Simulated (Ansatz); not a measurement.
# CH6AlFGeO: up Jacob's ladder to CCSD(T)

One table from this session's results is given with a row withheld; the runs are named, their logs left out.

The runs use Ansatz 0.2.0, Gaussian basis; functionals in def2-TZVPP, the program's frozen cores in correlated methods.

Levels to be run: PBE-D4, r2SCAN-D4, PBE0-D4, B3LYP-D4, ωB97X-V, ωB97M-V, B2PLYP; CCSD(T)/def2-TZVPP; MP2/def2-QZVPP; extrapolation to the limit.

## The geometry

All runs share one geometry, relaxed beforehand with PBE0-D4 in a triple-zeta def2 set.

11 atoms, charge 0, spin multiplicity 1.

Atoms are counted from 1 here; the program's logs count them from 0.

Bond lengths: C1–Al2 1.931 Å, C1–H6 1.091 Å, C1–H7 1.094 Å, C1–H8 1.094 Å, Al2–F3 1.654 Å, Al2–O4 1.676 Å, O4–Ge5 1.765 Å, Ge5–H9 1.539 Å, Ge5–H10 1.536 Å, Ge5–H11 1.539 Å. Angles: Al2–C1–H6 111.7°, Al2–C1–H7 110.8°, Al2–C1–H8 110.8°, H6–C1–H7 108.3°, H6–C1–H8 108.3°, H7–C1–H8 106.7°, C1–Al2–F3 119.3°, C1–Al2–O4 122.9°, F3–Al2–O4 117.9°, Al2–O4–Ge5 146.3°, O4–Ge5–H9 108.7°, O4–Ge5–H10 106.8°, O4–Ge5–H11 108.9°, H9–Ge5–H10 110.8°, H9–Ge5–H11 110.7°, H10–Ge5–H11 110.8°.

Set-up of the first run:

Contents of in.yaml:

```yaml
crystal:
  periodic: [false, false, false]
  atoms:
    - {symbol: C, position_ang: [-1.810763, -0.006933, 1.654017]}
    - {symbol: Al, position_ang: [-0.068650, 0.254513, 0.862285]}
    - {symbol: F, position_ang: [1.142995, 0.914365, 1.774403]}
    - {symbol: O, position_ang: [0.280804, -0.159412, -0.724200]}
    - {symbol: Ge, position_ang: [1.507045, -0.209851, -1.992890]}
    - {symbol: H, position_ang: [-2.516673, -0.440757, 0.943701]}
    - {symbol: H, position_ang: [-1.746939, -0.668855, 2.522281]}
    - {symbol: H, position_ang: [-2.221330, 0.941732, 2.011010]}
    - {symbol: H, position_ang: [1.885301, 1.232830, -2.370846]}
    - {symbol: H, position_ang: [0.877718, -0.940209, -3.189194]}
    - {symbol: H, position_ang: [2.735789, -0.974324, -1.470068]}
basis:
  gaussian: {orbitals: def2-TZVPP}
hamiltonian: {xc: pbe, dispersion: d4}
output: {forces: true, orbitals: {seedname: orbitals}}
```

Run with:

```bash
> ansatz run in.yaml --threads 4 --pin off --events-out ev --progress --plain --max-ram 10444MiB
```

Among the steps run: PBE-D4 (GGA); r2SCAN-D4 (meta-GGA); PBE0-D4 (hybrid); B3LYP-D4 (hybrid); ωB97X-V (range-separated); ωB97M-V (range-separated); B2PLYP (double hybrid); CCSD(T) in def2-TZVPP; MP2 in def2-QZVPP.

One of the session's tables, all rows but one given; the rest of the session is left out.

It belongs to the step «Atomisation energies». 

| method | atomisation energy (kJ/mol) |
| --- | --- |
| PBE-D4 | 3914.6 |
| r2SCAN-D4 | 3922.1 |
| PBE0-D4 | 3858.7 |
| B3LYP-D4 | 3886.9 |
| ωB97X-V | 3923.1 |
| ωB97M-V | 3905.0 |
| B2PLYP | 3871.5 |
| HF/def2-TZVPP | 2917.1 |
| MP2/def2-TZVPP | 3908.0 |
| CCSD/def2-TZVPP | 3795.0 |
| CCSD(T)/def2-TZVPP | 3843.9 |
| MP2/CBS | ? |
| CCSD(T)/CBS | 3934.1 |

**Question.** Estimate the row for MP2/CBS.

**Answer.** atomisation energy (kJ/mol): 3998.2. In the column «atomisation energy (kJ/mol)» it is the highest.

Limits of these values: Free atoms (1 C, 1 Al, 1 F, 1 O, 1 Ge, 6 H) were run apart at each level; the atomisation energy is their sum less the molecule, without zero-point or spin-orbit terms.
